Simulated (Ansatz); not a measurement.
# UB3LYP/def2-SVP run of C2H4ClSi (SMILES C=C[SiH]Cl)

What is the electronic atomisation energy of C2H4ClSi at UB3LYP/def2-SVP? 

Program for the calculation: Ansatz 0.2.0.

57 further runs of the same task are left out: 57 set aside as unsound or not needed.

## (1) The structure to begin with

The species is C2H4ClSi (8 atoms), meant as a doublet with charge 0. As SMILES, `C=C[SiH]Cl`. The coordinates come from a PBE0-D4/def2-TZVP relaxation.

Bond lengths: C1–C2 1.335 Å, C2–Si3 1.841 Å, Si3–Cl4 2.059 Å, C1–H5 1.087 Å, C1–H6 1.086 Å, C2–H7 1.088 Å, Si3–H8 1.489 Å. Angles: C1–C2–Si3 122.0°, C2–Si3–Cl4 111.3°, C1–C2–H7 119.1°, Si3–C2–H7 118.7°, C2–C1–H5 121.9°, C2–C1–H6 122.0°, C2–Si3–H8 111.0°, Cl4–Si3–H8 109.0°, H5–C1–H6 116.1°.

## (2) The energy at UB3LYP/def2-SVP

The input, run.yaml:

```yaml
crystal:
  periodic: [false, false, false]
  atoms:
    - {symbol: C, position_ang: [0.647000, 1.027000, -0.659700]}
    - {symbol: C, position_ang: [0.628500, -0.066700, 0.105400]}
    - {symbol: Si, position_ang: [-0.903600, -0.642600, 0.947100]}
    - {symbol: Cl, position_ang: [-1.031600, -2.697900, 0.941300]}
    - {symbol: H, position_ang: [-0.256900, 1.588200, -0.880600]}
    - {symbol: H, position_ang: [1.563900, 1.404900, -1.102500]}
    - {symbol: H, position_ang: [1.561300, -0.591000, 0.301600]}
    - {symbol: H, position_ang: [-2.116300, -0.079100, 0.291500]}
basis:
  gaussian:
    orbitals: def2-SVP
magnetization:
  spin_polarized: true
  initial_magnetization: 1
hamiltonian:
  xc: {name: B3LYP}
accuracy: high
output: {orbitals: {seedname: orbitals}}
```

Started as:

```
ansatz run run.yaml --threads 1 --pin off --max-ram 3480MiB --events-out events.jsonl --progress --plain --runs-dir runs
```

What it wrote:

```text
Warning: RAYON_NUM_THREADS=1 ignored (pool sized by the plan → 1); use --threads N
Functional definition: B3LYP
  name "B3LYP"
  parameter a0 = 0.2
  parameter ax = 0.72
  parameter ac = 0.81
  exchange = (1 - a0 - ax)*slater_x + ax*b88_x + a0*exact_x
  correlation = (1 - ac)*vwn_rpa_c + ac*lyp_c
1845 factors; integrals over basis functions are off by at most 4.0e-9 eV
mean field evaluation 1: about -22520.8199 eV, gradient 4.1e1 eV
mean field evaluation 2: about -22480.1201 eV, gradient 8.4e1 eV
mean field evaluation 4: about -22531.4904 eV, gradient 4.4e0 eV
mean field evaluation 8: about -22531.7658 eV, gradient 9.6e-1 eV
mean field evaluation 16: about -22531.7731 eV, gradient 1.8e-3 eV
mean field -22531.77307404 eV, -828.0273878865 hartree, gradient 2.9e-8 eV, S^2 0.755200; 0 other end points of the search recorded, 0 dependent functions left out
reference -22531.77311270 eV, -828.0273893074 hartree; 24, 23 occupied and 60, 61 virtual orbitals, 1845 factors
Total energy: -22531.77311270 eV, -828.0273893074 hartree
```

Run time: 9.3 s. Hardware: 1 thread of Intel Xeon Platinum 8488C (Sapphire Rapids), shared host; peak memory 0.41 GiB.

## (3) The C atom at the same level

The input, input.yaml:

```yaml
crystal:
  periodic: [false, false, false]
  atoms:
    - {symbol: C, position_ang: [0.000000, 0.000000, 0.000000]}
basis:
  gaussian:
    orbitals: def2-SVP
magnetization:
  spin_polarized: true
  initial_magnetization: 2
hamiltonian:
  xc: {name: B3LYP}
accuracy: high
```

Started as:

```
ansatz run input.yaml --threads 1 --pin off --max-ram 3480MiB --events-out events.jsonl --progress --plain --runs-dir runs
```

What it wrote (excerpt; [...] marks lines left out):

```text
Warning: RAYON_NUM_THREADS=1 ignored (pool sized by the plan → 1); use --threads N
[... 7 set-up lines as earlier in the session ...]
95 factors; integrals over basis functions are off by at most 2.0e-9 eV
mean field evaluation 1: about -1028.8860 eV, gradient 3.7e0 eV
mean field evaluation 2: about -1028.9613 eV, gradient 1.2e0 eV
mean field evaluation 4: about -1028.9725 eV, gradient 2.6e-1 eV
mean field evaluation 8: about -1028.9730 eV, gradient 1.2e-5 eV
mean field -1028.97299109 eV, -37.8140599597 hartree, gradient 2.5e-8 eV, S^2 2.002648; 0 other end points of the search recorded, 0 dependent functions left out
reference -1028.97301121 eV, -37.8140606989 hartree; 4, 2 occupied and 10, 12 virtual orbitals, 95 factors
Total energy: -1028.97301121 eV, -37.8140606989 hartree
```

Run time: 0.2 s. Hardware: 1 thread of Intel Xeon Platinum 8488C (Sapphire Rapids), shared host.

## (4) The Cl atom at the same level

The input, run.yaml:

```yaml
basis:
  gaussian:
    orbitals: def2-SVP
crystal:
  periodic: [false, false, false]
  atoms:
    - {symbol: Cl, position_ang: [0.000000, 0.000000, 0.000000]}
magnetization:
  spin_polarized: true
  initial_magnetization: 1
hamiltonian:
  xc: {name: B3LYP}
accuracy: high
```

Run the same way, it converges to -460.00600 Eh (log not shown).

## (5) The H atom at the same level

The input, input.yaml:

```yaml
crystal:
  periodic: [false, false, false]
  atoms:
    - {symbol: H, position_ang: [0.000000, 0.000000, 0.000000]}
basis:
  gaussian:
    orbitals: def2-SVP
hamiltonian:
  xc: {name: B3LYP}
accuracy: high
magnetization:
  spin_polarized: true
  initial_magnetization: 1
```

Run the same way, it converges to -0.50126 Eh (log not shown).

## (6) The Si atom at the same level

The input, molecule.yaml:

```yaml
crystal:
  periodic: [false, false, false]
  atoms:
    - {symbol: Si, position_ang: [0.000000, 0.000000, 0.000000]}
basis:
  gaussian: {orbitals: def2-SVP}
magnetization: {spin_polarized: true, initial_magnetization: 2}
hamiltonian: {xc: {name: B3LYP}}
accuracy: high
```

Run the same way, it converges to -289.29368 Eh (log not shown).

## (7) Results

At UB3LYP/def2-SVP:

| quantity | value |
| --- | --- |
| molecule: total energy | -828.02739 Eh |
| molecule: HOMO energy (highest over α and β) | -5.60 eV |
| molecule: LUMO energy (lowest over α and β) | -2.81 eV |
| molecule: ⟨S²⟩ | 0.755 |
| C atom: total energy | -37.81406 Eh |
| C atom: ⟨S²⟩ | 2.003 |
| Cl atom: total energy | -460.00600 Eh |
| Cl atom: ⟨S²⟩ | 0.752 |
| H atom: total energy | -0.50126 Eh |
| H atom: ⟨S²⟩ | 0.750 |
| Si atom: total energy | -289.29368 Eh |
| Si atom: ⟨S²⟩ | 2.003 |
| electronic atomisation energy | 29.784 eV |

**Reading.** Taking the molecule apart into free atoms costs 29.78 eV (2874 kJ/mol), before zero-point energy and without spin-orbit coupling.
